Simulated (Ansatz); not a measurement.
**Al2Cl2H4O2: small, medium and large basis sets**

How large a basis does Al2Cl2H4O2 need? Two functionals are run in growing sets.

The runs use Ansatz 0.2.0, Gaussian basis; one geometry, several basis sets.

Levels to be run: PBE0-D4/def2-SVP; ωB97M-V/def2-SVP; PBE0-D4/def2-QZVPP; ωB97M-V/def2-QZVPP; the functionals' def2-TZVPP values are taken from earlier runs.

## Step 1: Structure used throughout

The geometry comes from an earlier relaxation with PBE0-D4 in a triple-zeta def2 set; it is a stationary point, not always the lowest conformer.

10 atoms, charge 0, spin multiplicity 1.

Atoms are counted from 1 here; the program's logs count them from 0.

Bond lengths: Cl1–Al2 2.109 Å, Al2–O3 1.841 Å, Al2–O6 1.842 Å, Al2–H7 1.569 Å, O3–Al4 1.842 Å, O3–H8 0.958 Å, Al4–Cl5 2.109 Å, Al4–O6 1.841 Å, Al4–H9 1.569 Å, O6–H10 0.958 Å. Angles: Cl1–Al2–O3 112.9°, Cl1–Al2–O6 108.2°, Cl1–Al2–H7 119.2°, O3–Al2–O6 81.1°, O3–Al2–H7 112.6°, O6–Al2–H7 116.8°, Al2–O3–Al4 98.9°, Al2–O3–H8 125.3°, Al4–O3–H8 124.7°, O3–Al4–Cl5 108.2°, O3–Al4–O6 81.1°, O3–Al4–H9 116.8°, Cl5–Al4–O6 112.8°, Cl5–Al4–H9 119.2°, O6–Al4–H9 112.6°, Al2–O6–Al4 98.9°, Al2–O6–H10 124.7°, Al4–O6–H10 125.3°.

As a file:

```mol
Al2Cl2H4O2
  3D, bonds by distance, orders not assigned

 10 10  0  0  0  0  0  0  0  0999 V2000
    0.4910   -1.2976    2.6837 Cl  0  0
    0.9961   -0.6431    0.7439 Al  0  0
   -0.2961   -1.0436   -0.5053 O   0  0
   -0.9962    0.6429   -0.7440 Al  0  0
   -0.4907    1.2979   -2.6835 Cl  0  0
    0.2960    1.0433    0.5052 O   0  0
    2.4501   -0.8879    0.2080 H   0  0
   -0.2122   -1.7015   -1.1961 H   0  0
   -2.4500    0.8883   -0.2077 H   0  0
    0.2121    1.7013    1.1959 H   0  0
  1  2  8  0
  2  3  8  0
  3  4  8  0
  4  5  8  0
  4  6  8  0
  2  7  8  0
  3  8  8  0
  4  9  8  0
  6 10  8  0
  2  6  8  0
M  END
```

## Step 2: PBE0-D4 in def2-SVP

File in.yaml:

```yaml
crystal:
  periodic: [false, false, false]
  atoms:
    - {symbol: Cl, position_ang: [0.491000, -1.297569, 2.683707]}
    - {symbol: Al, position_ang: [0.996053, -0.643094, 0.743908]}
    - {symbol: O, position_ang: [-0.296116, -1.043573, -0.505297]}
    - {symbol: Al, position_ang: [-0.996204, 0.642853, -0.744036]}
    - {symbol: Cl, position_ang: [-0.490708, 1.297893, -2.683528]}
    - {symbol: O, position_ang: [0.295976, 1.043335, 0.505161]}
    - {symbol: H, position_ang: [2.450079, -0.887940, 0.207997]}
    - {symbol: H, position_ang: [-0.212158, -1.701507, -1.196134]}
    - {symbol: H, position_ang: [-2.449990, 0.888269, -0.207730]}
    - {symbol: H, position_ang: [0.212079, 1.701333, 1.195941]}
basis:
  gaussian: {orbitals: def2-SVP}
hamiltonian: {xc: pbe0, dispersion: d4}
output: {orbitals: {seedname: orbitals}}
```

After this run come: ωB97M-V in def2-SVP; PBE0-D4 in def2-QZVPP; ωB97M-V in def2-QZVPP.

**Question.** What will the summary of the whole plan be? Wanted: PBE0-D4: double and triple zeta above quadruple; ωB97M-V: double and triple zeta above quadruple.

**Answer**, as computed:

| quantity | value |
| --- | --- |
| PBE0-D4: double and triple zeta above quadruple | 19.73, 1.41 eV |
| ωB97M-V: double and triple zeta above quadruple | 19.61, 1.34 eV |

**Reading.** PBE0-D4 gains 18.32 eV from double to triple zeta, then 1.41 eV more. These are total energies; as a rule much of such shifts cancels in differences, which this series doesn't test. The LUMO of ωB97M-V is positive and keeps falling with the basis (1.59 to 0.42 eV): an unbound level that the basis holds in place.
